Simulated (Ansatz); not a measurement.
The same calculation of C₂H₇NSSi₂, SMILES N#CC[SiH2]S[SiH3] as a Python script and as an input file (the Python package of Ansatz (0.2.0)).

`c2h7nssi2.py`
```python
"""Electronic structure of the C2H7NSSi2 molecule."""

from pathlib import Path

import ansatz as az
import numpy as np
import pandas as pd

system = (
    az.Crystal.molecule()
    .atom("N", (3.2623, 0.5295, 1.8146))
    .atom("C", (2.3894, 0.0328, 1.2396))
    .atom("C", (1.2857, -0.5964, 0.5134))
    .atom("Si", (0.6192, 0.5923, -0.7653))
    .atom("S", (-0.9278, -0.3547, -1.9199))
    .atom("Si", (-2.3874, -0.1787, -0.3522))
    .atom("H", (0.4824, -0.8657, 1.2285))
    .atom("H", (1.6516, -1.5133, 0.0076))
    .atom("H", (1.7138, 0.9763, -1.6689))
    .atom("H", (0.104, 1.8031, -0.1077))
    .atom("H", (-3.6848, -0.6651, -0.844))
    .atom("H", (-2.5239, 1.2297, 0.0488))
    .atom("H", (-1.9844, -0.9897, 0.8057))
)

model = system.calculation()
model = model.basis(gaussian="6-31G")
model = model.functional(az.LibraryFunctional("wB97X-V"))
model = model.forces()
model = model.orbitals()
outcome = model.run(threads=1, backend="cpu", runs_dir="c2h7nssi2_runs")
r = outcome.report

print("reference energy %16.6f eV" % r["reference_energy_ev"])
print("total energy     %16.6f eV" % r["free_energy_ev"])
print("occupied (up, down):", r["n_occupied"], " virtual:", r["n_virtual"], " frozen:", r["n_frozen"])

symbols = [site.symbol for site in system.cartesian_sites]
forces = np.array(r["forces_ev_ang"])
print("largest force", round(float(np.linalg.norm(forces, axis=1).max()), 4), "eV/A, rms", round(float(np.sqrt((forces ** 2).mean())), 4))

charges = r["charge_distribution"]
table = pd.DataFrame({"atom": symbols, "mulliken": charges["mulliken_charges_e"], "lowdin": charges["lowdin_charges_e"]})
print(table.round(3).to_string())
print("dipole (e A):", np.round(charges["dipole_moment_e_ang"], 4) + 0.0)

lines = Path(r["orbitals_path"]).read_text().splitlines()
field_of = lambda key: [line.split("=")[1].strip() for line in lines if line.startswith(key)]
orbitals = [(27.211386 * float(e), s, float(n)) for e, s, n in zip(field_of("Ene="), field_of("Spin="), field_of("Occup="))]
homo = max(e for e, _, n in orbitals if n > 0.5)
lumo = min(e for e, _, n in orbitals if n < 0.5)
for e, spin, n in sorted(orbitals):
    if homo - 10 < e < lumo + 5:
        print(f"{spin:6s} {e:10.3f} eV  occupation {n:.0f}")
```

Running `python c2h7nssi2.py` prints:
```text
reference energy    -30258.483711 eV
total energy        -30258.483711 eV
occupied (up, down): [35, 35]  virtual: [45, 45]  frozen: 0
largest force 1.7025 eV/A, rms 0.5952
   atom  mulliken  lowdin
0     N    -0.248   0.042
1     C     0.145  -0.187
2     C    -0.695  -0.406
3    Si     0.646   0.453
4     S    -0.423  -0.190
5    Si     0.493   0.415
6     H     0.243   0.176
7     H     0.253   0.184
8     H    -0.071  -0.094
9     H    -0.077  -0.095
10    H    -0.077  -0.091
11    H    -0.084  -0.096
12    H    -0.104  -0.111
dipole (e A): [-0.6149 -0.1796  0.0475]
Alpha     -19.231 eV  occupation 2
Alpha     -18.269 eV  occupation 2
Alpha     -17.346 eV  occupation 2
Alpha     -16.307 eV  occupation 2
Alpha     -14.382 eV  occupation 2
Alpha     -13.876 eV  occupation 2
Alpha     -13.732 eV  occupation 2
Alpha     -13.220 eV  occupation 2
Alpha     -12.857 eV  occupation 2
Alpha     -12.250 eV  occupation 2
Alpha     -12.147 eV  occupation 2
Alpha     -11.888 eV  occupation 2
Alpha     -11.268 eV  occupation 2
Alpha     -10.051 eV  occupation 2
Alpha       1.440 eV  occupation 0
Alpha       2.233 eV  occupation 0
Alpha       2.442 eV  occupation 0
Alpha       3.229 eV  occupation 0
Alpha       3.257 eV  occupation 0
Alpha       3.882 eV  occupation 0
Alpha       4.126 eV  occupation 0
Alpha       4.636 eV  occupation 0
Alpha       4.968 eV  occupation 0
Alpha       5.735 eV  occupation 0
Alpha       5.909 eV  occupation 0
Alpha       6.239 eV  occupation 0
```

`input.yaml`:
```yaml
crystal:
  periodic: [false, false, false]
  atoms:
    - { symbol: "N", position_ang: [3.2623, 0.5295, 1.8146] }
    - { symbol: C, position_ang: [2.3894, 0.0328, 1.2396] }
    - { symbol: C, position_ang: [1.2857, -0.5964, 0.5134] }
    - { symbol: Si, position_ang: [0.6192, 0.5923, -0.7653] }
    - { symbol: S, position_ang: [-0.9278, -0.3547, -1.9199] }
    - { symbol: Si, position_ang: [-2.3874, -0.1787, -0.3522] }
    - { symbol: H, position_ang: [0.4824, -0.8657, 1.2285] }
    - { symbol: H, position_ang: [1.6516, -1.5133, 0.0076] }
    - { symbol: H, position_ang: [1.7138, 0.9763, -1.6689] }
    - { symbol: H, position_ang: [0.104, 1.8031, -0.1077] }
    - { symbol: H, position_ang: [-3.6848, -0.6651, -0.844] }
    - { symbol: H, position_ang: [-2.5239, 1.2297, 0.0488] }
    - { symbol: H, position_ang: [-1.9844, -0.9897, 0.8057] }
basis:
  gaussian:
    orbitals: "6-31G"
hamiltonian:
  xc:
    name: wB97X-V
output:
  orbitals: {}
  forces: true
```

The settings weren't tested for convergence. The geometry is a force-field or estimated start, not a minimum of this method, and the basis set is short of its limit. The Löwdin charges here are taken after orthogonalising the functions within each atom; they differ from plain Löwdin charges, and their signs can be unphysical. Alpha marks a spatial orbital of a restricted run, filled by both spins. Levels such as HOMO and LUMO are orbital energies: with these approximate functionals they aren't the ionisation energy and electron affinity, and their gap isn't the fundamental gap. It ran for 22 s on 1 thread of Arm Neoverse V2 (shared host), peak memory 0.4 GiB.

(Lines on the test bed's own set-up are left out of the output.)
